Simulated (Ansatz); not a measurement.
# GaHNP: the cost of one run

Method: the settings change from run to run; program: Ansatz 0.2.0, Gaussian basis.

29 further runs of the same task are left out: 7 for a known fault of the program, 10 that didn't finish, 12 set aside as unsound or not needed.

### Step 1. The geometry

The geometry is a PBE0/def2-TZVP stationary point (not a proven minimum) with its atoms shifted at random (size 0.040 Å). No spin-orbit coupling is included. The filled d shell of Ga may be among the frozen orbitals whatever the setting's name suggests; the logs give the count.

4 atoms, charge 0, spin multiplicity 3.

Atoms are counted from 1 here; the program's logs count them from 0.

Bond lengths: Ga1–N2 1.830 Å, Ga1–H4 1.551 Å, N2–P3 1.569 Å. Angles: N2–Ga1–H4 120.4°, Ga1–N2–P3 171.6°.

### Step 2. BCCD(T) on ROHF/cc-pVDZ

The input, in.yaml:

```yaml
crystal:
  periodic: [false, false, false]
  atoms:
    - {symbol: Ga, position_ang: [0.002338, -0.381761, 1.075731]}
    - {symbol: N, position_ang: [0.001457, -0.208691, -0.746069]}
    - {symbol: P, position_ang: [0.049478, -0.284868, -2.312424]}
    - {symbol: H, position_ang: [-0.053272, 0.875320, 1.982763]}
basis:
  gaussian: {orbitals: cc-pVDZ}
magnetization: {spin_polarized: false, initial_magnetization: 2}
hamiltonian: {pseudopotentials: {relativity: scalar}}
correlation: {method: bccd_t, electrons: outside_noble_gas, diis_vectors: 1}
scf: {lower_state_search: full}
output: {forces: true}
```

The run is started by

```sh
$ ansatz run in.yaml --threads 1 --pin off --events-out ev --progress --plain --max-ram 2393MiB
```

Q: Estimate wall time and peak memory on 1 thread of Arm Neoverse V2, shared host.

About 43 s, with a peak of 0.34 GiB.
